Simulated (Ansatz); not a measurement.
# NaLaMnMoO6 (P1) in Ansatz: a series of runs

Runs on NaLaMnMoO6. Level: PBE+U. Tasks: projected density of states.

Program: Ansatz 0.2.0. These are calculated values, not measurements. Logs are shortened: lines on timing, memory, paths and dates and some standing lists are left out, and cuts for length are marked.

### Step 1. The crystal as given

The typed cell holds 10 atoms: a = 5.432 Å, b = 5.507 Å, c = 5.716 Å, α = 64.76°, β = 88.96°, γ = 63.78°.

The cell was built by a generator and needn't be a form met in nature.

### Step 2. Projected density of states, PBE+U, collinear spin, ferromagnetic start

File input.yaml:

```yaml
crystal:
  lattice:
    - [5.43212, -0.0113, -0.00034]
    - [2.44365, 4.93484, -0.01855]
    - [0.1094, 2.68471, 5.04562]
  atoms:
    - { symbol: Na, position: [0.6974, 0.05972, 0.73638] }
    - { symbol: La, position: [0.41072, 0.51412, 0.00994] }
    - { symbol: Mn, position: [0.92147, 0.57866, 0.41655], spin: 4.0 }
    - { symbol: Mo, position: [0.21633, 0.9787, 0.33337], spin: 1.0 }
    - { symbol: O, position: [0.56869, 0.61375, 0.56391] }
    - { symbol: O, position: [0.40995, 0.05114, 0.05764] }
    - { symbol: O, position: [0.31236, 0.2107, 0.45135] }
    - { symbol: O, position: [0.04288, 0.86047, 0.1214] }
    - { symbol: O, position: [0.05836, 0.76646, 0.60633] }
    - { symbol: O, position: [0.86183, 0.36628, 0.20313] }
hamiltonian:
  xc: pbe
  pseudopotentials: { kind: paw }
  hubbard:
    sites:
      - { species: La, l: f, u_eff: 2.0 }
      - { species: Mn, l: d, u_eff: 2.0 }
      - { species: Mo, l: d, u_eff: 2.0 }
magnetization:
  spin_polarized: true
kpoints:
  mp_grid: { grid: [6, 6, 5] }
scf:
  occupations: { method: fermi_dirac, width: 0.05 }
  n_extra_bands: 25
output:
  forces: true
  stress: true
  eigenvalues: true
  dos: { projected: true, de: 0.05, nscf_kmesh: { grid: [9, 9, 8] } }
```

Potentials or basis: Ansatz PAW.

On the command line:

```console
> ansatz run input.yaml --threads 8 --pin off --max-ram 20480MiB --backend cpu --events-out ev --progress --plain --runs-dir out
```

What it wrote:

```text
Warning: RAYON_NUM_THREADS=8 ignored (pool sized by the plan → 8); use --threads N
Na: projections on atomic orbitals take those of the free atom [He] 2s2 2p6 3s1, of charge +0.00 (hamiltonian.pseudopotentials.projection_atoms); the dataset's partial waves leave at most 1.8e-8 of an orbital's norm unspanned inside its sphere
La: projections on atomic orbitals take those of the free atom [Kr 4d10] 4f0 5s2 5p6 5d1 6s2, of charge +0.00 (hamiltonian.pseudopotentials.projection_atoms); the dataset's partial waves leave at most 1.9e-5 of an orbital's norm unspanned inside its sphere
Mn: projections on atomic orbitals take those of the free atom [Ne] 3s2 3p6 3d5 4s2, of charge +0.00 (hamiltonian.pseudopotentials.projection_atoms); the dataset's partial waves leave at most 9.0e-7 of an orbital's norm unspanned inside its sphere
Mo: projections on atomic orbitals take those of the free atom [Ar 3d10] 4s2 4p6 4d5 5s1, of charge +0.00 (hamiltonian.pseudopotentials.projection_atoms); the dataset's partial waves leave at most 6.0e-6 of an orbital's norm unspanned inside its sphere
O: projections on atomic orbitals take those of the free atom [He] 2s2 2p4, of charge +0.00 (hamiltonian.pseudopotentials.projection_atoms); the dataset's partial waves leave at most 1.9e-8 of an orbital's norm unspanned inside its sphere
scf.n_extra_bands = 25 over 43 filled bands (N_el = 85.0): the run solves 68 bands
Engine: ansatz 0.2.0, aarch64-unknown-linux-gnu
Pseudopotentials: kind: paw
Pseudopotential: Na, paw, valence charge 9, recommended cutoff 420 eV (normal), Na.paw.azcp
Pseudopotential: La, paw, valence charge 11, recommended cutoff 420 eV (normal), La.paw.azcp
Pseudopotential: Mn, paw, valence charge 15, recommended cutoff 420 eV (normal), Mn.paw.azcp
Pseudopotential: Mo, paw, valence charge 14, recommended cutoff 420 eV (normal), Mo.paw.azcp
Pseudopotential: O, paw, valence charge 6, recommended cutoff 420 eV (normal), O.paw.azcp
Functional definition: PBE
  parameter kappa = 0.804
  parameter beta = 0.06672455060314922
  exchange = pbe_x(kappa = kappa, mu = beta*pi^2/3)
  correlation = pbe_c(beta = beta)
Crystal: 10 atoms, lattice volume = 135.664 Å³
Basis set: ecut = 420 eV, 2647 PW (Γ), exchange–correlation on 80×80×80 points (8 copies of the dense FFT grid, shifted against one another)
Bands: 68, of which v1, the nominal top of the filled ones, is band 43 counted from 1 (42 counted from 0)
Symmetry: 1 space group operations
Space group: P1 (ITA 1), of the structure as read, at distance tolerance 5.1e-5 Å
Magnetic group: BNS 1.1 (UNI 1), of the structure as read, at distance tolerance 5.1e-5 Å
k-points: 92 of 180 (time reversal used)
Non-local potential: Na, projectors of the file, l = 0: 3, l = 1: 2, l = 2: 1
Non-local potential: La, projectors of the file, l = 0: 3, l = 1: 2, l = 2: 2, l = 3: 3
Non-local potential: Mn, projectors of the file, l = 0: 3, l = 1: 2, l = 2: 3, l = 3: 1
Non-local potential: Mo, projectors of the file, l = 0: 3, l = 1: 2, l = 2: 2, l = 3: 1
Non-local potential: O, projectors of the file, l = 0: 2, l = 1: 2, l = 2: 1
PAW form: soft (Blöchl's): semilocal exchange-correlation on the pseudo side does not see the compensation charge
PAW one-centre angular grid: Na, 110 points (default); XC on 64 Gauss nodes
PAW one-centre angular grid: La, 590 points (default); XC on 64 Gauss nodes
PAW one-centre angular grid: Mn, 590 points (default); XC on 64 Gauss nodes
PAW one-centre angular grid: Mo, 590 points (default); XC on 64 Gauss nodes
PAW one-centre angular grid: O, 110 points (default); XC on 64 Gauss nodes
Initial density: superposition of atomic densities (chi_scale 0.1, normalization cell, long waves kept (reshape's long-wave potential 0.01 eV rms))
Starting moments: Σ|m| = 5 μB on 2 of 10 sites
Initial wavefunctions: pseudopotential atomic-orbital guess
Functional: x = pbe(κ = 0.804, μ = 0.2195149727645171), c = pbe(β = 0.06672455060314922)
SCF iter   1: F=—  HF=-20011.548103 eV  |F-HF|=—  |Δ(HF+E_count)|=         —  Δρ=1.08e-1 (↑9.57e-2 ↓1.08e-1)  dr2=7.94e1  dr2_m=5.57e-1  M=4.273 μB ∫|m|=4.275 μB  β_m=0.30  ethr=3.10e-3  ⟨swp⟩=5.2  Hψ=43669  notcnv=0  defer=679
preconditioner: auto → Kerker (q_TF=auto, 2.524 Å⁻¹)  [metal: Δε(μ)=0.001 eV  Ē_g=14.295 eV  σ=0.050 eV  W_gap=0.01  n_scr=36 (ndim 8)  ℏωp=25.7 eV  f_vac=0.000  D(μ)=7.89/eV (n_scr^D=72)]
[... 11 lines left out ...]
SCF iter  10: F=—  HF=-19999.768469 eV  |F-HF|=—  |Δ(HF+E_count)|=   3.37e-3  Δρ=1.98e-3 (↑1.98e-3 ↓1.68e-3)  dr2=2.71e-4  dr2_m=4.12e-3  M=5.000 μB ∫|m|=5.056 μB  β_m=0.30  ethr=2.90e-6  ⟨swp⟩=2.0  Hψ=14123  notcnv=0  defer=2851
Mixer restart at iter 10: flushing history
spin-set hold released at iteration 10 (site moments contracting): the magnetisation degrees of freedom join the quasi-Newton model from the next iteration; the mixer history was flushed
[... 5 lines left out ...]
SCF iter  16: F=—  HF=-19999.772377 eV  |F-HF|=—  |Δ(HF+E_count)|=   1.60e-7  Δρ=2.37e-5 (↑2.37e-5 ↓1.06e-5)  dr2=1.20e-6  dr2_m=2.59e-7  M=5.000 μB ∫|m|=5.046 μB  β_m=0.77  ethr=1.31e-8  ⟨swp⟩=1.5  Hψ=11531  notcnv=0  defer=2765
SCF iter  17: F=—  HF=-19999.772377 eV  |F-HF|=—  |Δ(HF+E_count)|=   1.79e-7  Δρ=9.92e-6 (↑9.92e-6 ↓4.06e-6)  dr2=2.25e-7  dr2_m=2.24e-8  M=5.000 μB ∫|m|=5.046 μB  β_m=0.69  ethr=1.41e-9  ⟨swp⟩=2.0  Hψ=14738  notcnv=0  defer=2765
SCF iter  18: F=-19999.772377 eV  HF=-19999.772377 eV  |F-HF|=2.01e-8  |Δ(HF+E_count)|=   1.43e-8  Δρ=2.49e-6 (↑2.49e-6 ↓2.46e-6)  dr2=2.41e-8  dr2_m=1.90e-9  M=5.000 μB ∫|m|=5.046 μB  ethr=1.18e-10  ⟨swp⟩=11.4  Hψ=63133  notcnv=0
SCF 1 converged in 18 iterations: F = -19999.772377 eV  dr2 = 2.41e-8
NSCF: frozen V_eff on 325 k-points
SCF converged after 18 iterations
Magnetization: 5.0000 μB (45.0000 up, 40.0000 down)
Absolute magnetization: 5.0484 μB (∫|ρ↑−ρ↓|, with the PAW one-centre terms)
Spin contamination: 0.0217 ħ² per cell (⟨S²⟩ above its minimum at these occupations)
Per-site moments (μB) at R_I (Å): [(0.0007258422484742059, 0.9363038748485496), (0.009665349754071365, 0.9634723741954506), (3.935387757249833, 0.8425930296278528), (0.115966439244469, 0.7743943241596839), (-0.00033923597179675127, 0.8117375908792217), (0.017373786900411903, 0.7743943241596839), (0.02436270808173235, 0.7929933086519838), (0.040037302282423845, 0.8287181307586553), (0.014779829834240737, 0.8061995449559838), (0.012901115988793899, 0.8127766771778904)]
Free energy (F): -19999.772377 eV
Harris-Foulkes:  -19999.772377 eV  (|F-HF|=2.01e-8)
Internal energy: -19999.771964 eV  (E = F + TS)
E sigma→0 (E₀):  -19999.772170 eV
Entropy (-TS):   -0.000413 eV (-0.041 meV/atom)
Fermi energy:    9.890622 eV
--- Per-component energies (eV) ---
  E_band       = -754.050705
  E_kinetic    = 2099.596908
  E_local      = -7685.757711  (includes V_loc(G=0)·N_el)
  E_nonlocal   = 889.765721
  E_hartree    = 2922.939663
  E_xc         = -916.231059
  E_vxc        = -1134.086878  (∫ρ·V_xc dr)
  E_hubbard    = 3.047027  (on-site DFT+U / exact-exchange correction)
  E_vhub       = -3.368912  (the Hubbard potential's part of the band-sum identity)
  E_paw        = -11133.067759  (= ΣΔE_a)
  E_vpaw       = -766.087646  (= ΣTr[D̂ρ^β])
  E_aug_tail   = 0.014502  (compensation charges beyond the density's cutoff)
  E_ewald      = -6180.079257
  E_smearing   = -0.000413  (= −TS)
  E_closure    = 0.000000  (closes the sum)
  Σ components = -19999.772377   (vs F -19999.772377, Δ=0.00e0)
--- Forces (eV/Å), atoms counted from 1 ---
  atom   1  Na     0.00786604    -0.00359183    -0.00290759
  atom   2  La     0.02593425     0.00344862    -0.00505323
  atom   3  Mn    -0.06918053     0.02403232     0.11008534
  atom   4  Mo    -0.05649467    -0.00442429     0.00312733
  atom   5  O     -0.42047894     0.18621372     0.04820993
  atom   6  O     -0.09936040    -0.01271328     0.07706622
  atom   7  O      0.04780751    -0.33559699     0.01469069
  atom   8  O      0.26842262     0.21294036    -0.13244704
  atom   9  O      0.31380053     0.28190871     0.00249641
  atom  10  O     -0.01825937    -0.35221364    -0.11528801
  max |Σ_I F_I| component: 5.71e-5 eV/Å
--- Stress (GPa, compression-positive) ---
        1.511400       0.127447      -0.255552
        0.127447       1.357105       0.466148
       -0.255552       0.466148       0.690624
  P = ⅓ Tr σ = 1.1864 GPa (11.864 kbar)
--- Band table (eV; the first three rows and the last of 184) ---
[... 4 lines left out ...]
Occupation matrices written to <dir>
```

It took 2.7 min on 8 threads of Arm Neoverse V1, shared host; peak memory 4 GiB.

What came out:

- Free energy: -19999.7724 eV
- Pressure: 1.2 GPa
- Largest force: 0.462 eV/Å
- Band gap on the k mesh: 0.46 eV, indirect (least direct gap 0.64 eV)
- Net moment: 5.00 μB per cell
- Absolute moment: 5.05 μB per cell
- Site moments: Na +0.00; La +0.01; Mn +3.94; Mo +0.12; O -0.00, +0.02, +0.04, +0.01 μB

Forces in eV/Å, atoms in the order of the input:
```
Na   0.008 -0.004 -0.003
La   0.026  0.003 -0.005
Mn  -0.069  0.024  0.110
Mo  -0.056 -0.004  0.003
O   -0.420  0.186  0.048
O   -0.099 -0.013  0.077
O    0.048 -0.336  0.015
O    0.268  0.213 -0.132
O    0.314  0.282  0.002
O   -0.018 -0.352 -0.115
```

Levels at points of the mesh, in eV from the valence-band top:
Spin up:
| k point | band 42 | band 43 | band 44 | band 45 | band 46 | band 47 | band 48 | band 49 |
| --- | --- | --- | --- | --- | --- | --- | --- | --- |
| (0.00, 0.00, 0.00) | -1.97 | -1.74 | -0.94 | 0.00 | 0.65 | 0.79 | 1.19 | 2.84 |
| (0.00, -0.50, 0.00) | -1.88 | -1.43 | -1.15 | -0.30 | 0.46 | 1.06 | 1.13 | 3.44 |
| (-0.50, 0.00, 0.00) | -2.00 | -1.75 | -1.27 | -0.30 | 0.76 | 0.96 | 1.14 | 3.31 |
| (-0.50, -0.50, 0.00) | -1.98 | -1.74 | -0.97 | -0.27 | 0.84 | 0.97 | 1.25 | 3.31 |
Spin down:
| k point | band 36 | band 37 | band 38 | band 39 | band 40 | band 41 | band 42 | band 43 | band 44 | band 45 |
| --- | --- | --- | --- | --- | --- | --- | --- | --- | --- | --- |
| (0.00, 0.00, 0.00) | -2.89 | -2.85 | -2.56 | -2.43 | -2.28 | 0.90 | 1.02 | 1.31 | 2.67 | 3.15 |
| (0.00, -0.50, 0.00) | -2.89 | -2.79 | -2.37 | -2.28 | -2.09 | 0.75 | 1.08 | 1.19 | 3.12 | 3.30 |
| (-0.50, 0.00, 0.00) | -2.83 | -2.75 | -2.69 | -2.53 | -2.17 | 0.85 | 0.96 | 1.15 | 3.08 | 3.20 |
| (-0.50, -0.50, 0.00) | -2.93 | -2.82 | -2.57 | -2.50 | -2.36 | 1.00 | 1.09 | 1.37 | 2.94 | 3.12 |

States per cell in windows of 0.5 eV (zero at the valence-band top; states under -8 eV left out):
```tsv
from (eV)	up	down	O 2p up	O 2p down	La 4f down	La 4f up	Mn 3d up	Mn 3d down
-8.0	0.00	0.00	0.00	0.00	0.00	0.00	0.00	0.00
-7.5	0.00	0.00	0.00	0.00	0.00	0.00	0.00	0.00
-7.0	0.33	0.00	0.19	0.00	0.00	0.00	0.02	0.00
-6.5	2.85	1.78	1.66	1.10	0.00	0.01	0.20	0.01
-6.0	1.89	2.98	1.10	1.84	0.01	0.01	0.15	0.04
-5.5	1.60	1.07	1.09	0.81	0.00	0.01	0.28	0.02
-5.0	2.02	0.96	1.36	0.79	0.00	0.01	0.42	0.03
-4.5	1.32	2.08	0.88	1.75	0.01	0.01	0.27	0.05
-4.0	2.46	1.32	1.67	1.13	0.01	0.01	0.52	0.03
-3.5	2.59	2.83	1.98	2.50	0.02	0.02	0.36	0.06
-3.0	2.56	3.02	2.04	2.75	0.02	0.02	0.32	0.07
-2.5	1.42	1.97	0.77	1.82	0.02	0.01	0.56	0.04
-2.0	1.89	0.00	0.93	0.00	0.00	0.01	0.85	0.00
-1.5	0.67	0.00	0.33	0.00	0.00	0.00	0.28	0.00
-1.0	0.40	0.00	0.21	0.00	0.00	0.00	0.17	0.00
-0.5	0.99	0.00	0.41	0.00	0.00	0.01	0.44	0.00
0.0	0.01	0.00	0.00	0.00	0.00	0.00	0.00	0.00
0.5	1.39	0.92	0.44	0.23	0.01	0.01	0.04	0.02
1.0	1.61	2.08	0.55	0.61	0.04	0.03	0.04	0.05
1.5	0.00	0.00	0.00	0.00	0.00	0.00	0.00	0.00
2.0	0.00	0.00	0.00	0.00	0.00	0.00	0.00	0.00
2.5	0.00	0.15	0.00	0.01	0.01	0.00	0.00	0.07
3.0	0.97	3.36	0.04	0.14	0.71	0.57	0.00	1.96
3.5	6.77	7.71	0.19	0.25	5.58	5.74	0.00	1.16
4.0	1.83	2.29	0.24	0.24	0.29	0.28	0.00	0.65
4.5	1.33	1.65	0.23	0.25	0.08	0.08	0.00	0.33
5.0	1.08	1.33	0.23	0.28	0.05	0.04	0.00	0.14
5.5	1.37	1.25	0.27	0.25	0.04	0.04	0.00	0.06
6.0	0.59	0.96	0.10	0.18	0.02	0.01	0.00	0.04
6.5	1.07	0.97	0.16	0.16	0.02	0.02	0.00	0.02
7.0	0.96	0.51	0.12	0.08	0.01	0.01	0.00	0.01
7.5	0.47	0.77	0.05	0.08	0.01	0.00	0.00	0.02
```

Eigenvalues of the final occupation matrices:
```tsv
site	spin	trace	eigenvalues
site 1	1	0.11	0.01 0.01 0.01 0.01 0.02 0.02 0.03
site 1	2	0.11	0.01 0.01 0.01 0.01 0.02 0.02 0.03
site 2	1	4.88	0.94 0.97 0.98 0.99 1.00
site 2	2	0.36	0.03 0.04 0.06 0.09 0.13
site 3	1	2.10	0.41 0.41 0.42 0.42 0.44
site 3	2	1.90	0.33 0.36 0.38 0.41 0.42
```

Caveat: the magnetic or orbital state may not be the lowest; odd divisions of the mesh miss points on the zone boundary, where band edges often lie, so the gap on the mesh can be too wide; the pressure holds a Pulay correction of +0.5 GPa for the finite cutoff; spin-orbit coupling is left out, which moves the levels of the heavy elements; a cell with one magnetic atom can't hold antiferromagnetic order, which such compounds often take. The state reached can hang on the start; a lower one may exist.

### Step 3. Projected density of states, PBE+U, collinear spin, ferromagnetic start

Edit input.yaml of step 2 so:

```diff
@@ -21,5 +21,5 @@
     sites:
-      - { species: La, l: f, u_eff: 2.0 }
-      - { species: Mn, l: d, u_eff: 2.0 }
-      - { species: Mo, l: d, u_eff: 2.0 }
+      - { species: La, l: f, u_eff: 4.0 }
+      - { species: Mn, l: d, u_eff: 4.0 }
+      - { species: Mo, l: d, u_eff: 4.0 }
 magnetization:
```

Potentials or basis: Ansatz PAW.

On the command line:

```console
> ansatz run input.yaml --threads 8 --pin off --max-ram 20480MiB --backend cpu --events-out ev --progress --plain --runs-dir out
```

Wall time 2.5 min (8 threads of Arm Neoverse V1, shared host); peak memory 4 GiB.

It converged, with:

| Quantity | Value |
| --- | --- |
| Free energy | -19996.8047 eV |
| Pressure | 2.3 GPa |
| Largest force | 0.778 eV/Å |
| Band gap on the k mesh | 0.87 eV, indirect (least direct gap 1.04 eV) |
| Net moment | 5.00 μB per cell |
| Absolute moment | 5.07 μB per cell |
| Site moments | Na +0.00; La +0.01; Mn +4.02; Mo +0.10; O -0.01, +0.01, +0.02 μB |

Forces in eV/Å, atoms in the order of the input:
```
Na   0.009 -0.006 -0.005
La   0.043  0.002 -0.011
Mn  -0.125  0.049  0.183
Mo  -0.113  0.005 -0.013
O   -0.712  0.296  0.102
O   -0.152 -0.032  0.120
O    0.097 -0.567  0.044
O    0.450  0.368 -0.234
O    0.515  0.470  0.006
O   -0.011 -0.586 -0.191
```

Stress tensor (GPa, compression positive):
```
 2.85  0.21 -0.45
 0.21  2.51  0.79
-0.45  0.79  1.41
```

Levels at points of the mesh, in eV from the valence-band top:
Spin up:
```tsv
k point	band 42	band 43	band 44	band 45	band 46	band 47	band 48	band 49
(0.00, 0.00, 0.00)	-1.88	-1.63	-0.85	0.00	1.05	1.19	1.59	3.25
(0.00, -0.50, 0.00)	-1.80	-1.24	-1.06	-0.31	0.87	1.45	1.52	4.12
(-0.50, 0.00, 0.00)	-1.98	-1.58	-1.23	-0.28	1.15	1.35	1.52	3.78
(-0.50, -0.50, 0.00)	-1.93	-1.60	-0.92	-0.26	1.23	1.37	1.65	3.82
```
Spin down:
```csv
k point,band 37,band 38,band 39,band 40,band 41,band 42,band 43,band 44
"(0.00, 0.00, 0.00)",-2.44,-2.12,-2.00,-1.87,1.35,1.48,1.74,3.28
"(0.00, -0.50, 0.00)",-2.37,-1.94,-1.85,-1.65,1.21,1.55,1.63,3.97
"(-0.50, 0.00, 0.00)",-2.32,-2.28,-2.10,-1.74,1.35,1.43,1.58,3.79
"(-0.50, -0.50, 0.00)",-2.42,-2.13,-2.06,-1.92,1.46,1.55,1.83,3.81
```

States per cell in windows of 0.5 eV (zero at the valence-band top; states under -8 eV left out):
```
from (eV)    up  down  O 2p up  O 2p down  La 4f up  La 4f down  Mn 3d up  Mn 3d down
     -8.0  0.00  0.00     0.00       0.00      0.00        0.00      0.00        0.00
     -7.5  0.00  0.00     0.00       0.00      0.00        0.00      0.00        0.00
     -7.0  0.00  0.00     0.00       0.00      0.00        0.00      0.00        0.00
     -6.5  1.17  0.00     0.64       0.00      0.00        0.00      0.15        0.00
     -6.0  3.32  2.29     1.81       1.42      0.01        0.00      0.48        0.02
     -5.5  1.56  2.65     0.88       1.65      0.00        0.01      0.36        0.03
     -5.0  1.91  1.06     1.03       0.84      0.01        0.00      0.64        0.01
     -4.5  1.68  1.02     0.96       0.85      0.01        0.00      0.49        0.02
     -4.0  2.00  1.97     1.14       1.68      0.01        0.01      0.59        0.04
     -3.5  1.98  1.56     1.35       1.34      0.01        0.01      0.38        0.03
     -3.0  2.56  2.98     1.94       2.66      0.01        0.02      0.35        0.05
     -2.5  2.64  2.92     2.07       2.69      0.01        0.02      0.37        0.06
     -2.0  1.83  1.55     1.35       1.44      0.01        0.01      0.37        0.03
     -1.5  0.75  0.00     0.53       0.00      0.00        0.00      0.17        0.00
     -1.0  0.59  0.00     0.39       0.00      0.00        0.00      0.16        0.00
     -0.5  0.99  0.00     0.53       0.00      0.01        0.00      0.34        0.00
      0.0  0.01  0.00     0.01       0.00      0.00        0.00      0.00        0.00
      0.5  0.13  0.00     0.04       0.00      0.00        0.00      0.00        0.00
      1.0  1.88  1.16     0.61       0.29      0.01        0.01      0.03        0.02
      1.5  0.99  1.84     0.35       0.55      0.01        0.02      0.01        0.02
      2.0  0.00  0.00     0.00       0.00      0.00        0.00      0.00        0.00
      2.5  0.00  0.00     0.00       0.00      0.00        0.00      0.00        0.00
      3.0  0.01  0.01     0.00       0.00      0.00        0.00      0.00        0.00
      3.5  0.37  0.64     0.03       0.05      0.02        0.04      0.00        0.12
      4.0  1.87  2.60     0.21       0.20      0.30        0.35      0.00        0.67
      4.5  6.96  7.75     0.27       0.25      5.49        5.13      0.00        1.37
      5.0  1.92  3.68     0.26       0.31      0.73        1.02      0.00        1.39
      5.5  1.18  1.70     0.24       0.27      0.13        0.13      0.00        0.51
      6.0  1.19  1.47     0.22       0.27      0.09        0.10      0.00        0.28
      6.5  0.57  1.04     0.09       0.20      0.03        0.04      0.00        0.10
      7.0  1.03  0.94     0.16       0.16      0.03        0.02      0.00        0.04
      7.5  0.94  0.46     0.12       0.06      0.02        0.01      0.00        0.02
```

Eigenvalues of the final occupation matrices:
| site | spin | trace | eigenvalues |
| --- | --- | --- | --- |
| site 1 | 1 | 0.09 | 0.01 0.01 0.01 0.01 0.01 0.02 0.02 |
| site 1 | 2 | 0.09 | 0.01 0.01 0.01 0.01 0.01 0.02 0.02 |
| site 2 | 1 | 4.93 | 0.97 0.98 0.99 0.99 1.00 |
| site 2 | 2 | 0.30 | 0.03 0.03 0.05 0.07 0.11 |
| site 3 | 1 | 2.06 | 0.40 0.40 0.41 0.42 0.43 |
| site 3 | 2 | 1.88 | 0.33 0.35 0.37 0.41 0.42 |

Caveat: the magnetic or orbital state may not be the lowest; odd divisions of the mesh miss points on the zone boundary, where band edges often lie, so the gap on the mesh can be too wide; the pressure holds a Pulay correction of +0.5 GPa for the finite cutoff; spin-orbit coupling is left out, which moves the levels of the heavy elements; a cell with one magnetic atom can't hold antiferromagnetic order, which such compounds often take. A k mesh can miss the band edges.
